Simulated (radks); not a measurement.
# Zn⁴⁺ in [Ar] 3d8: an all-electron calculation

The task here is to estimate one member of a computed series from the others.

Program: radks (a radial shooting solver on a logarithmic mesh, Libxc functionals) version 1. Level of theory: scalar-relativistic Kohn-Sham, exchange-only LDA, spin-unpolarised, spherical densities, point nucleus. These are calculated values, not measurements, unless marked.

## Starting point

* element: zinc (Z = 30)
* charge: +4
* electrons: 26
* configuration: [Ar] 3d8

The outer shells:

Zn⁴⁺
```
[Ar] core
3d [↑↓][↑↓][↑↓][↑ ][↑ ]
```

Set-up of the first run:

The run's settings:

```text
Z 30
configuration [Ar] 3d8 4s0 4p0 4d0 4f0
relativity scalar-relativistic
functional lda,
spin unpolarised
nucleus point
c 137.035999084
```

One of the session's tables, all rows but one given; the rest of the session is left out.

It belongs to the step «Radial structure». Radial moments (bohr):

| level | <r> | outermost maximum (interpolated) | 90 % within | nodes |
| --- | --- | --- | --- | --- |
| 1s | 0.05038 | 0.0330 | 0.0900 | 0 |
| 2s | 0.2266 | 0.190 | 0.351 | 1 |
| 2p | 0.1985 | 0.152 | 0.325 | 0 |
| 3s | 0.6737 | 0.586 | 1.01 | 2 |
| 3p | 0.6983 | 0.588 | 1.07 | 1 |
| 3d | 0.7755 | 0.548 | 1.30 | 0 |
| 4s | ? | ? | ? | ? |
| 4p | 2.095 | 1.87 | 3.06 | 2 |
| 4d | 2.796 | 2.49 | 4.15 | 1 |
| 4f | 4.000 | 3.50 | 5.91 | 0 |

Q: Estimate the row for 4s from the others.

As computed: <r>: 1.854; outermost maximum (interpolated): 1.66; 90 % within: 2.69; nodes: 3. In the column «<r>» it lies between 3d (0.7755) and 4p (2.095).

Limits of these values: Spin polarisation and multiplet splitting are left out.
